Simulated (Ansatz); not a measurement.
# C₇H₅NS: vertical ionisation energy

One table from this session's results is given with a row withheld; the runs are named, their logs left out.

Computed with Ansatz 0.2.0, Gaussian basis. Level: unrestricted cation, the program's frozen cores in correlated methods.

Levels to be run: UKS PBE-D4/def2-TZVPP; UKS r2SCAN-D4/def2-TZVPP; UKS PBE0-D4/def2-TZVPP; UKS B3LYP-D4/def2-TZVPP; UKS wB97X-V/def2-TZVPP; UKS wB97M-V/def2-TZVPP; UKS B2PLYP/def2-TZVPP; UHF-CCSD(T)/def2-TZVPP; UHF-MP2/def2-QZVPP; extrapolation to the limit; then −ε(HOMO) from the neutral's earlier runs with LDA (SPW92), PBE-D4, revPBE-D4, BLYP-D4, r2SCAN-D4, B97M-V, PBE0-D4, B3LYP-D4, r2SCANh-D4, r2SCAN0-D4, HSE06-D4, BHLYP-D4, CAM-B3LYP-D4, LC-ωPBE, ωB97X-V, ωB97M-V.

**Structure used throughout**

The geometry comes from an earlier relaxation with PBE0-D4 in a triple-zeta def2 set; it is a stationary point, not always the lowest conformer.

14 atoms, charge 0, spin multiplicity 1.

Atoms are counted from 1 here; the program's logs count them from 0.

Bond lengths: C1–C2 1.399 Å, C1–C9 1.379 Å, C1–H10 1.084 Å, C2–C3 1.381 Å, C2–H11 1.084 Å, C3–C4 1.390 Å, C3–H12 1.083 Å, C4–S5 1.724 Å, C4–C8 1.408 Å, S5–C6 1.734 Å, C6–N7 1.285 Å, C6–H13 1.083 Å, N7–C8 1.377 Å, C8–C9 1.394 Å, C9–H14 1.083 Å. Angles: C2–C1–C9 121.0°, C2–C1–H10 119.3°, C9–C1–H10 119.7°, C1–C2–C3 121.1°, C1–C2–H11 119.5°, C3–C2–H11 119.4°, C2–C3–C4 117.9°, C2–C3–H12 120.9°, C4–C3–H12 121.2°, C3–C4–S5 129.5°, C3–C4–C8 121.5°, S5–C4–C8 109.0°, C4–S5–C6 88.8°, S5–C6–N7 116.8°, S5–C6–H13 119.7°, N7–C6–H13 123.6°, C6–N7–C8 110.3°, C4–C8–N7 115.1° and more.

Set-up of the first run:

in.yaml reads:

```yaml
crystal:
  periodic: [false, false, false]
  atoms:
    - {symbol: C, position_ang: [-0.131004, -1.866427, -0.436147]}
    - {symbol: C, position_ang: [1.212315, -1.537610, -0.225265]}
    - {symbol: C, position_ang: [1.588309, -0.250607, 0.104562]}
    - {symbol: C, position_ang: [0.589885, 0.710170, 0.220822]}
    - {symbol: S, position_ang: [0.718931, 2.384277, 0.613226]}
    - {symbol: C, position_ang: [-1.004469, 2.515017, 0.467794]}
    - {symbol: N, position_ang: [-1.642474, 1.442575, 0.160003]}
    - {symbol: C, position_ang: [-0.765573, 0.392027, 0.011060]}
    - {symbol: C, position_ang: [-1.121780, -0.914537, -0.321116]}
    - {symbol: H, position_ang: [-0.393942, -2.885601, -0.693725]}
    - {symbol: H, position_ang: [1.971666, -2.304651, -0.322024]}
    - {symbol: H, position_ang: [2.629484, -0.000307, 0.267053]}
    - {symbol: H, position_ang: [-1.485810, 3.470671, 0.635369]}
    - {symbol: H, position_ang: [-2.165547, -1.155009, -0.481614]}
basis:
  gaussian: {orbitals: def2-TZVPP}
total_charge: 1
magnetization: {spin_polarized: true, initial_magnetization: 1}
hamiltonian: {xc: pbe, dispersion: d4}
```

On the command line:

```console
$ ansatz run in.yaml --threads 2 --pin off --events-out ev --progress --plain --max-ram 32768MiB --backend cuda --devices 0, --max-vram 18GiB
```

Steps of the session up to this table: Cation, UKS PBE-D4/def2-TZVPP; Cation, UKS r2SCAN-D4/def2-TZVPP; Cation, UKS PBE0-D4/def2-TZVPP; Cation, UKS B3LYP-D4/def2-TZVPP; Cation, UKS wB97X-V/def2-TZVPP; Cation, UKS wB97M-V/def2-TZVPP; Cation, UKS B2PLYP (frozen core)/def2-TZVPP; Cation, UHF-CCSD(T)/def2-TZVPP; Cation, UHF-MP2/def2-QZVPP.

One of the session's tables, all rows but one given; the rest of the session is left out.

Orbital estimates, from the neutral's runs:

| functional | −ε(HOMO) (eV) |
| --- | --- |
| LDA (SPW92) | 6.19 |
| PBE-D4 | 5.98 |
| revPBE-D4 | 5.91 |
| BLYP-D4 | ? |
| r2SCAN-D4 | 6.15 |
| B97M-V | 6.12 |
| PBE0-D4 | 6.93 |
| B3LYP-D4 | 6.71 |
| r2SCANh-D4 | 6.51 |
| r2SCAN0-D4 | 7.05 |
| HSE06-D4 | 6.54 |
| BHLYP-D4 | 7.69 |
| CAM-B3LYP-D4 | 8.07 |
| LC-ωPBE | 9.33 |
| ωB97X-V | 8.99 |
| ωB97M-V | 8.89 |

Q: Estimate the row for BLYP-D4 from the others.

Worked estimate for «−ε(HOMO) (eV)». Against the share of exact exchange, B3LYP-D4 (0.2, 6.71), BHLYP-D4 (0.5, 7.69) give a slope of 3.27 per unit share; at 0 the line stands at 6.06.

As computed: −ε(HOMO) (eV): 5.79. In «−ε(HOMO) (eV)» the line misses by +0.27.
